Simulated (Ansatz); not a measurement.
# C₂H₃OSi radical: one species, many methods

One table from this session's results is given with a row withheld; the runs are named, their logs left out.

Program: Ansatz 0.2.0, Gaussian basis. Level of theory: functionals in def2-TZVPP, the program's frozen cores in correlated methods. These are calculated values, not measurements.

Plan: LDA (SPW92), PBE-D4, revPBE-D4, BLYP-D4, r2SCAN-D4, B97M-V, PBE0-D4, B3LYP-D4, r2SCANh-D4, r2SCAN0-D4, HSE06-D4, BHLYP-D4, CAM-B3LYP-D4, LC-ωPBE, ωB97X-V, ωB97M-V, B2PLYP, PBE-QIDH; CCSD(T)/def2-SVP; CCSD(T)/def2-TZVPP; MP2/def2-QZVPP; extrapolation to the limit; RPA on PBE.

## The relaxed structure

The geometry comes from an earlier relaxation with PBE0-D4 in a triple-zeta def2 set; it is a stationary point, not always the lowest conformer.

SMILES `[C]#C[SiH2]O`, 7 atoms, charge 0, spin multiplicity 2.

Atoms are counted from 1 here; the program's logs count them from 0.

Bond lengths: C1–C2 1.213 Å, C2–Si3 1.833 Å, Si3–O4 1.638 Å, Si3–H5 1.484 Å, Si3–H6 1.476 Å, O4–H7 0.958 Å. Angles: C1–C2–Si3 178.6°, C2–Si3–O4 111.2°, C2–Si3–H5 106.5°, C2–Si3–H6 109.2°, O4–Si3–H5 112.2°, O4–Si3–H6 106.3°, H5–Si3–H6 111.4°, Si3–O4–H7 118.3°.

Set-up of the first run:

in.yaml

```yaml
crystal:
  periodic: [false, false, false]
  atoms:
    - {symbol: C, position_ang: [0.791897, -2.383793, 0.809894]}
    - {symbol: C, position_ang: [0.496117, -1.231844, 0.570289]}
    - {symbol: Si, position_ang: [0.076206, 0.507717, 0.171196]}
    - {symbol: O, position_ang: [-1.162797, 0.586902, -0.897746]}
    - {symbol: H, position_ang: [1.315175, 1.128887, -0.357967]}
    - {symbol: H, position_ang: [-0.387857, 1.188474, 1.396221]}
    - {symbol: H, position_ang: [-1.067440, 0.135757, -1.737687]}
basis:
  gaussian: {orbitals: def2-TZVPP}
magnetization: {spin_polarized: true, initial_magnetization: 1}
hamiltonian: {xc: lda}
output: {orbitals: {seedname: orbitals}}
```

Among the steps run: LDA; PBE-D4 (GGA); revPBE-D4 (GGA); BLYP-D4 (GGA); r2SCAN-D4 (meta-GGA); B97M-V (meta-GGA); PBE0-D4 (hybrid); B3LYP-D4 (hybrid); r2SCANh-D4 (hybrid); r2SCAN0-D4 (hybrid); HSE06-D4 (hybrid); BHLYP-D4 (hybrid); CAM-B3LYP-D4 (range-separated); LC-ωPBE-D4 (range-separated; the results give it without D4); ωB97X-V (range-separated); ωB97M-V (range-separated); B2PLYP (double hybrid); PBE-QIDH (double hybrid).

One of the session's tables, all rows but one given; the rest of the session is left out.

It belongs to the step «Frontier levels by functional». 

| functional | HOMO (eV) | LUMO (eV) | gap (eV) |
| --- | --- | --- | --- |
| LDA (SPW92) | -7.23 | -6.72 | 0.51 |
| PBE-D4 | -7.13 | -6.17 | 0.95 |
| revPBE-D4 | -7.07 | -5.99 | 1.08 |
| BLYP-D4 | -6.99 | -6.31 | 0.67 |
| r2SCAN-D4 | -7.37 | -5.40 | 1.97 |
| B97M-V | -7.38 | -5.96 | 1.42 |
| PBE0-D4 | -8.37 | -4.82 | 3.55 |
| B3LYP-D4 | -8.15 | -5.45 | 2.70 |
| r2SCANh-D4 | ? | ? | ? |
| r2SCAN0-D4 | -8.52 | -4.27 | 4.25 |
| HSE06-D4 | -7.96 | -5.22 | 2.75 |
| BHLYP-D4 | -9.47 | -3.76 | 5.71 |
| CAM-B3LYP-D4 | -9.76 | -3.92 | 5.83 |
| LC-ωPBE | -11.18 | -2.09 | 9.09 |
| ωB97X-V | -10.78 | -2.99 | 7.79 |
| ωB97M-V | -10.60 | -3.01 | 7.60 |

Estimate the missing values for r2SCANh-D4.

Worked estimate for «HOMO (eV)». Against the share of exact exchange, r2SCAN-D4 (0, -7.37), r2SCAN0-D4 (0.25, -8.52) give a slope of -4.60 per unit share; at 0.1 the line stands at -7.83.

The run gave: HOMO (eV): -7.83; LUMO (eV): -4.94; gap (eV): 2.88. In «HOMO (eV)» the line misses by 0.00.
